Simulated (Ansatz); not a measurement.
# C2H7NO3W: from a rough start to a minimum

Aim: relax C2H7NO3W from a cheap starting geometry, then compute its harmonic vibrations to see whether it is a minimum and to get the zero-point energy and entropy, and look at its orbitals and charge.

Program: Ansatz 0.2.0, Gaussian basis. Level of theory: RKS PBE0-D4/def2-TZVP. These are calculated values, not measurements.

Levels to be run: relaxation at PBE0-D4/def2-TZVP; harmonic vibrations at the same level; a single point in def2-TZVPP for the fields.

1 further run of the same task is left out (for a known fault of the program).

### Step 1. Where the work starts

SMILES `C[N]=[W](=[O])([OH])[O]C`, 14 atoms, charge 0, spin multiplicity 1.

Atoms are counted from 1 here; the program's logs count them from 0.

Bond lengths: C1–N2 1.431 Å, C1–H8 1.098 Å, C1–H9 1.097 Å, C1–H10 1.099 Å, N2–W3 1.795 Å, W3–O4 1.699 Å, W3–O5 1.897 Å, W3–O6 1.868 Å, O5–H11 0.964 Å, O6–C7 1.401 Å, C7–H12 1.099 Å, C7–H13 1.103 Å, C7–H14 1.099 Å. Angles: N2–C1–H8 111.0°, N2–C1–H9 110.7°, N2–C1–H10 111.1°, H8–C1–H9 107.5°, H8–C1–H10 108.3°, H9–C1–H10 108.1°, C1–N2–W3 165.0°, N2–W3–O4 109.7°, N2–W3–O5 111.6°, N2–W3–O6 108.9°, O4–W3–O5 110.3°, O4–W3–O6 108.1°, O5–W3–O6 108.1°, W3–O5–H11 160.1°, W3–O6–C7 152.0°, O6–C7–H12 109.9°, O6–C7–H13 109.6°, O6–C7–H14 110.0° and more.

The start is a GFN2-xTB geometry. W takes the def2 core potential; no spin-orbit term is included.

### Step 2. Relaxation at PBE0-D4/def2-TZVP

File in.yaml:

```yaml
crystal:
  periodic: [false, false, false]
  atoms:
    - {symbol: C, position_ang: [-0.598220, 0.627200, 2.458030]}
    - {symbol: N, position_ang: [-0.634870, 0.421460, 1.042550]}
    - {symbol: W, position_ang: [-0.565300, 0.616870, -0.740180]}
    - {symbol: O, position_ang: [-0.015130, 2.177990, -1.125520]}
    - {symbol: O, position_ang: [-2.253280, 0.295670, -1.543590]}
    - {symbol: O, position_ang: [0.654110, -0.616080, -1.435730]}
    - {symbol: C, position_ang: [1.851180, -1.341840, -1.373880]}
    - {symbol: H, position_ang: [-1.528540, 0.285370, 2.929780]}
    - {symbol: H, position_ang: [0.227620, 0.063810, 2.909680]}
    - {symbol: H, position_ang: [-0.459280, 1.690480, 2.699300]}
    - {symbol: H, position_ang: [-3.191110, 0.383570, -1.749290]}
    - {symbol: H, position_ang: [2.522980, -1.026270, -2.184780]}
    - {symbol: H, position_ang: [2.343320, -1.162050, -0.403550]}
    - {symbol: H, position_ang: [1.646500, -2.416170, -1.482810]}
basis:
  gaussian: {orbitals: def2-TZVP}
hamiltonian: {xc: pbe0, dispersion: d4}
relax: {f_tol: 0.005, max_steps: 150}
```

Command:

```
$ ansatz run in.yaml --threads 2 --pin off --events-out ev --progress --plain --max-ram 32768MiB --backend cuda --devices 0, --max-vram 18GiB
```

The runs that follow: Harmonic vibrations; Fields at the relaxed geometry.

Before running them: what should the planned runs give, taken together? Wanted: point group; shift from the start; total energy; dispersion term; dipole moment; lowest, highest wavenumber; zero-point energy; HOMO, LUMO.

**Answer**, as computed:

| quantity | value |
| --- | --- |
| point group | C1 |
| steps | 19 |
| shift from the start (rms) | 0.497 Å |
| total energy | -11642.5410 eV |
| dispersion term | -282 meV |
| dipole moment | 4.19 D |
| lowest, highest wavenumber | 60, 3921 cm⁻¹ |
| zero-point energy | 63.3 kcal/mol |
| entropy at 298.15 K | 433.8 J/(mol K) |
| HOMO, LUMO | -7.42, -0.64 eV |

In words: The atoms moved 0.50 Å (rms) from the start; the bond that changed most is N2–W3, from 1.795 to 1.749 Å. All wavenumbers are real, so the end point is a minimum. The stiffest mode, 3921 cm⁻¹, is an O–H stretch, and 6 modes under 200 cm⁻¹ make the vibrational entropy uncertain. Harmonic hybrid wavenumbers usually lie a few per cent above measured fundamentals. The largest Mulliken charge, +1.36 e, sits on W3. The HOMO lies mostly on N2 53 %; O4 21 % and the LUMO on W3 53 %; O5, O6 about 11 % each.
